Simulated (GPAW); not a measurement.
# In4GeSb2Te (I-42m) in GPAW: further runs

One crystal, In4GeSb2Te, is run at these levels: LDA, PBE; tasks: single point.

Everything below comes from runs of GPAW 26.7.0. Logs are shortened: lines on timing, memory, paths and dates and some standing lists are left out, and cuts for length are marked. The log counts tension as positive stress, the text compression.

## 1. The crystal as given

The structure is tetragonal, space group I-42m (No. 121). The conventional cell has a = 6.563 Å, b = 6.563 Å, c = 13.114 Å, α = 90.00°, β = 90.00°, γ = 90.00°. Te (site symmetry -42m) has 4 In at 2.99 Å as nearest neighbours. Sb (site symmetry -4) is surrounded by 4 In at 2.87 Å. In (site symmetry m) has 1 Ge at 2.66 Å and 2 Sb at 2.87 Å and 1 Te at 2.99 Å as nearest neighbours. Around Ge (site symmetry -42m) lie 4 In at 2.66 Å.

The cell comes from a database or a generator and needn't be the stable form of this composition.

## 2. Single point, LDA

run.py reads:

```python
from ase import Atoms
from ase.dft.bandgap import bandgap
from ase.io import write
from ase.units import GPa
from gpaw import GPAW, PW

atoms = Atoms(['Te', 'Sb', 'Sb', 'In', 'In', 'In', 'In', 'Ge'],
              cell=[[-3.2817245, 3.2817245, 6.55724],
                    [3.2817245, -3.2817245, 6.55724],
                    [3.2817245, 3.2817245, -6.55724]],
              scaled_positions=[[0.0, 0.0, 0.0],
                                [0.75, 0.25, 0.5],
                                [0.25, 0.75, 0.5],
                                [0.148491, 0.606328, 0.0],
                                [0.393672, 0.393672, 0.542163],
                                [0.606328, 0.148491, 0.0],
                                [0.851509, 0.851509, 0.457837],
                                [0.5, 0.5, 0.0]],
              pbc=True)

calc = GPAW(mode=PW(450),
            xc='LDA',
            kpts={'size': (3, 3, 3), 'gamma': True},
            occupations={'name': 'fermi-dirac', 'width': 0.05},
            nbands=70,
            maxiter=120,
            txt='gpaw.txt')
atoms.calc = calc
energy = atoms.get_potential_energy()
forces = atoms.get_forces()
stress = atoms.get_stress()
calc.write('gs.gpw')
write('result.traj', atoms)
print(f'Energy: {energy:.6f} eV')
print('Forces (eV/A):')
print(forces.round(4))
print('Stress (GPa):', (stress / GPa).round(3))
print('Fermi level:', round(calc.get_fermi_level(), 4), 'eV')
print(f'Gap: {bandgap(calc)[0]:.4f} eV, direct: {bandgap(calc, direct=True)[0]:.4f} eV')
```

Potentials or basis: the program's PAW data sets (release 1.2.1) made for this functional, pw.

Started as:

```
OMP_NUM_THREADS=1 python run.py
```

gpaw.txt:

```text
__  _  _
 | _ |_)|_||  |
 |__||  | ||/\| - 26.7.0

Input parameters:
  mode=PW(ecut=450.00000000000006),
  kpts=MonkhorstPack(size=(3, 3, 3), gamma=True),
  maxiter=120,
  nbands=70,
  occupations=Occupations(name='fermi-dirac', width=0.05),
  xc=XC(name='LDA')

Diagonalizing LCAO Hamiltonian
Converting LCAO to pw mode

                In

            Ge

         In
              SIn
                    Sb

                 In

            Te

Atoms  # Å, Bohr magnetons
|   | symbol |         x |         y |        z |    initial magnetic moments |
|---|--------|-----------|-----------|----------|-----------------------------|
| 0 |     Te |  0.000000 |  0.000000 | 0.000000 | ( 0.0000,  0.0000,  0.0000) |
| 1 |     Sb | -0.000000 |  3.281725 | 3.278620 | ( 0.0000,  0.0000,  0.0000) |
| 2 |     Sb |  3.281725 |  0.000000 | 3.278620 | ( 0.0000,  0.0000,  0.0000) |
| 3 |     In |  1.502495 | -1.502495 | 4.949529 | ( 0.0000,  0.0000,  0.0000) |
| 4 |     In |  1.779230 |  1.779230 | 1.607711 | ( 0.0000,  0.0000,  0.0000) |
| 5 |     In | -1.502495 |  1.502495 | 4.949529 | ( 0.0000,  0.0000,  0.0000) |
| 6 |     In |  1.502495 |  1.502495 | 8.164951 | ( 0.0000,  0.0000,  0.0000) |
| 7 |     Ge |  0.000000 |  0.000000 | 6.557240 | ( 0.0000,  0.0000,  0.0000) |

Unit cell  # Å
| periodic |         x |         y |         z |  lengths |     angles |
|----------|-----------|-----------|-----------|----------|------------|
|      yes | -3.281725 |  3.281725 |  6.557240 | 8.033482 | 131.777978 |
|      yes |  3.281725 | -3.281725 |  6.557240 | 8.033482 | 131.777978 |
|      yes |  3.281725 |  3.281725 | -6.557240 | 8.033482 |  70.579913 |

Number of symmetries: 8
Symmetry operations  # r_c * U_cc + t_c -> r_c
|   | kind |            matrix            |
|---|------|------------------------------|
| 0 |  E   |  1, 0, 0,  0, 1, 0,  0, 0, 1 |
| 1 |  σ   |  1, 0, 0,  0, 1, 0, -1,-1,-1 |
| 2 |  σ   |  0, 1, 0,  1, 0, 0,  0, 0, 1 |
| 3 |  C2  |  0, 1, 0,  1, 0, 0, -1,-1,-1 |
| 4 |  C2  |  0, 0, 1, -1,-1,-1,  1, 0, 0 |
| 5 |  S4  |  0, 0, 1, -1,-1,-1,  0, 1, 0 |
| 6 |  S4  | -1,-1,-1,  0, 0, 1,  1, 0, 0 |
| 7 |  C2  | -1,-1,-1,  0, 0, 1,  0, 1, 0 |

BZ-sampling:
  Number of BZ points: 27
  Number of IBZ points: 6

  Monkhorst-Pack size: [3, 3, 3]
  Monkhorst-Pack shift: [0, 0, 0]

K-points  # in reciprocal-cell coordinates
|   |                                coordinates |     weight |
|---|--------------------------------------------|------------|
| 0 | (  0.00000000,   0.00000000,   0.00000000) | 0.03703704 |
| 1 | (  0.33333333,  -0.33333333,   0.00000000) | 0.14814815 |
| 2 | (  0.33333333,  -0.33333333,   0.33333333) | 0.14814815 |
| 3 | (  0.33333333,   0.00000000,   0.00000000) | 0.29629630 |
| 4 | (  0.33333333,   0.33333333,  -0.33333333) | 0.07407407 |
| 5 | (  0.33333333,   0.33333333,   0.33333333) | 0.29629630 |

Plane wave coefficients: 6147
Cutoff: 450.00000000000006 eV

Spin-components: 1 (collinear spins)
Bands:           70
Projectors:      46
Spin-degeneracy: 2
Datatype:        complex128

Parallelization:
  kpt:    1
  domain: 1
  band:   1

Density:
  Valence electrons: 92.0
  Components: 1
  Grid points: [40 40 40]
  Charge: 0.0  # |e|

Potential:
  Grid points: [40 40 40]

species:
  Te:
    name:    Tellurium
    Z:       52.0
    valence: 6
    core:    46
    charge:  0.0  # [|e|]
    compensation charges:
      type: gauss
      rc: 0.36  # [Å]
      lmax: 2
    cutoffs:
      filter: 2.09  # [Å]
      core: 3.17  # [Å]
    projectors
    | kind |    occ | energy [eV] | rcut [Å] |
    |------|--------|-------------|----------|
    |   5s |  2.000 |     -15.337 |    1.180 |
    |   5p |  4.000 |      -6.113 |    1.196 |
    |    s |        |      11.875 |    1.180 |
    |    p |        |      21.098 |    1.196 |
    |    d |        |       0.000 |    1.238 |

    Using partial waves for Te as LCAO basis

  Sb:
    name:    Antimony
    Z:       51.0
    valence: 15
    core:    36
    charge:  0.0  # [|e|]
    compensation charges:
      type: gauss
      rc: 0.36  # [Å]
      lmax: 2
    cutoffs:
      filter: 2.23  # [Å]
      core: 2.23  # [Å]
    projectors
    | kind |    occ | energy [eV] | rcut [Å] |
    |------|--------|-------------|----------|
    |   5s |  2.000 |     -13.069 |    1.154 |
    |   5p |  3.000 |      -4.994 |    1.233 |
    |   4d | 10.000 |     -33.564 |    1.196 |
    |    s |        |      14.142 |    1.154 |
    |    p |        |      22.217 |    1.233 |
    |    d |        |      -6.353 |    1.196 |

    Using partial waves for Sb as LCAO basis

  In:
    name:    Indium
    Z:       49.0
    valence: 13
    core:    36
    charge:  0.0  # [|e|]
    compensation charges:
      type: gauss
      rc: 0.36  # [Å]
      lmax: 2
    cutoffs:
      filter: 2.09  # [Å]
      core: 2.48  # [Å]
    projectors
    | kind |    occ | energy [eV] | rcut [Å] |
    |------|--------|-------------|----------|
    |   5s |  2.000 |      -8.474 |    1.185 |
    |   5p |  1.000 |      -2.700 |    1.244 |
    |   4d | 10.000 |     -18.723 |    1.148 |
    |    s |        |      18.738 |    1.185 |
    |    p |        |      24.512 |    1.244 |
    |    d |        |       8.489 |    1.148 |

    Using partial waves for In as LCAO basis

  Ge:
    name:    Germanium
    Z:       32.0
    valence: 4
    core:    28
    charge:  0.0  # [|e|]
    compensation charges:
      type: gauss
      rc: 0.32  # [Å]
      lmax: 2
    cutoffs:
      filter: 1.77  # [Å]
      core: 3.42  # [Å]
    projectors
    | kind |    occ | energy [eV] | rcut [Å] |
    |------|--------|-------------|----------|
    |   4s |  2.000 |     -11.940 |    1.005 |
    |   4p |  2.000 |      -4.047 |    1.005 |
    |    s |        |      15.272 |    1.005 |
    |    p |        |      23.164 |    1.005 |
    |    d |        |       0.000 |    1.005 |

    Using partial waves for Ge as LCAO basis

Reference energy: -1233257.348156  # eV

eigensolver:
  PPCG
  Converge bands: occupied
  niter=2

density mixing:
  MSR1-Mixer
  Pratt-step length: 0.05
  Maximum mixing coefficient: 0.75
  Old densities: 10
  SVD Regularization: 0.005
  Good broyden scale: 1.0
  Trust region scale: 1.0
  Backstep threshold: 4.0
  History deletion threshold: 6.0
  Fourier metric: weight=20.0, sigma=0.015

occupation numbers:
  Fermi-Dirac:
    width: 0.0500  # eV

poisson solver:
  ecut: 3600.0000000000005  # eV

xc functional:
  name: None

convergence criteria:
- Maximum [total energy] change in last 3 cyles: 0.0005 eV / valence electron
- Maximum integral of absolute [dens]ity change: 0.0001 electrons / valence electron
- Maximum integral of absolute [eigenst]ate change: 4e-08 eV^2 / valence electron
maximum number of iterations: 120

SCF iterations
|iter     | |      energy | eigst |  dens |
|---------|-|-------------|-------|-------|
|iter:   1| |  -33.835639 | +0.23 |       |
|iter:   2| |  -33.805052 | -1.35 | -1.36 |
|iter:   3| |  -33.329460 | -1.53 | -1.39 |
|iter:   4| |  -33.288423 | -2.33 | -1.90 |
|iter:   5| |  -33.265142 | -3.09 | -2.18 |
|iter:   6| |  -33.263324c| -4.00 | -2.49 |
|iter:   7| |  -33.263377c| -4.79 | -3.09 |
|iter:   8| |  -33.263384c| -5.61 | -3.89 |
|iter:   9| |  -33.263385c| -6.29 | -4.47c|
|iter:  10| |  -33.263386c| -6.95 | -4.91c|
|iter:  11| |  -33.263386c| -7.54c| -5.24c|

Converged in 11 steps
Energy contributions relative to reference atoms: (reference = -1233257.348156)

Energy contributions:
  Kinetic:          45.091616
  Coulomb:         -45.517439
  Zero:              1.416133
  External:          0.000000
  Xc:              -34.250103
  Entropy:          -0.007184
  Spinorbit:         0.000000
  ----------------------------
  Free energy:     -33.266978
  Extrapolated:    -33.263386

dipole moment: (-47.114643, -47.114643, 37.893702)  # |e|*Ang

Fermi level: 3.674
Eigenvalues  # (at kpt = [0.000, 0.000, 0.000])
| band index |      eig [eV] | occ [0-2] |
|------------|---------------|-----------|
|          0 |       -24.636 |     2.000 |
|        ... |               |           |
|         39 |         1.023 |     2.000 |
|         40 |         1.237 |     2.000 |
|         41 |         1.683 |     2.000 |
|         42 |         1.683 |     2.000 |
|         43 |         2.901 |     2.000 |
|         44 |         3.622 |     1.473 |
[... 8 lines left out ...]
|         53 |         7.055 |     0.000 |
|         54 |         7.725 |     0.000 |
|        ... |               |           |
|         69 |        12.800 |     0.000 |

No gap
No difference between direct/indirect transitions

Forces  # eV/Ang
|        x |        y |        z |
|----------|----------|----------|
|  0.00000 |  0.00000 | -0.00000 |  # Te   0
|  0.00000 |  0.00000 |  0.00000 |  # Sb   1
|  0.00000 | -0.00000 |  0.00000 |  # Sb   2
| -0.00165 |  0.00165 | -0.03541 |  # In   3
|  0.00165 |  0.00165 |  0.03541 |  # In   4
|  0.00165 | -0.00165 | -0.03541 |  # In   5
| -0.00165 | -0.00165 |  0.03541 |  # In   6
|  0.00000 |  0.00000 |  0.00000 |  # Ge   7

Stress tensor  # eV/Ang^3
|        x |         y |         z |
|----------|-----------|-----------|
| 0.029020 |  0.000000 |  0.000000 |
| 0.000000 |  0.029020 | -0.000000 |
| 0.000000 | -0.000000 |  0.028815 |

# Writing to gs.gpw (mode='')
```

It took 89 s on 1 thread of Arm Neoverse V1, shared host; peak memory 0.31 GiB.

What came out:

```yaml
Free_energy: -33.2670 eV
Pressure: -4.6 GPa
Largest_force: 0.035 eV/Å
Band_gap_on_the_k_mesh: none (metal or under the smearing width)
```

Forces on the atoms (eV/Å):
```
Te   0.000  0.000  0.000
Sb   0.000  0.000  0.000
Sb   0.000  0.000  0.000
In  -0.002  0.002 -0.035
In   0.002  0.002  0.035
In   0.002 -0.002 -0.035
In  -0.002 -0.002  0.035
Ge   0.000  0.000  0.000
```

Caveat: the k mesh is coarse (spacing up to 0.45 Å⁻¹), so the values aren't converged; the cutoff is short for stress and forces, so pressures can be off by a GPa or more.

## 3. Single point, PBE

run.py, as its differences from that of step 2:

```diff
@@ -21,3 +21,3 @@
 calc = GPAW(mode=PW(450),
-            xc='LDA',
+            xc='PBE',
             kpts={'size': (3, 3, 3), 'gamma': True},
```

Potentials or basis: GPAW PAW data sets (gpaw-data 1.2.1), pw.

Started as:

```
OMP_NUM_THREADS=1 python run.py
```

Run time: 92 s. Hardware: 1 thread of Arm Neoverse V1, shared host; peak memory 0.31 GiB.

Results (log left out):

```yaml
Free_energy: -28.4642 eV
Pressure: -1.3 GPa
Largest_force: 0.018 eV/Å
Band_gap_on_the_k_mesh: none (metal or under the smearing width)
```

Forces in eV/Å, atoms in the order of the input:
```
Te   0.000  0.000  0.000
Sb   0.000  0.000  0.000
Sb   0.000  0.000  0.000
In   0.005 -0.005 -0.017
In  -0.005 -0.005  0.017
In  -0.005  0.005 -0.017
In   0.005  0.005  0.017
Ge   0.000  0.000  0.000
```

Levels at points of the mesh, in eV from the Fermi level:
```
           k point  band 42  band 43  band 44  band 45  band 46  band 47  band 48  band 49  band 50  band 51
(0.00, 0.00, 0.00)    -1.97    -1.97    -0.55    -0.05    -0.03    -0.03     1.41     1.41     2.93     3.06
```

Caveat: the k mesh is coarse (spacing up to 0.45 Å⁻¹), so the values aren't converged; the cutoff is short for stress and forces, so pressures can be off by a GPa or more. The run has no spin-orbit coupling, so splittings on Sb, Te are missing.
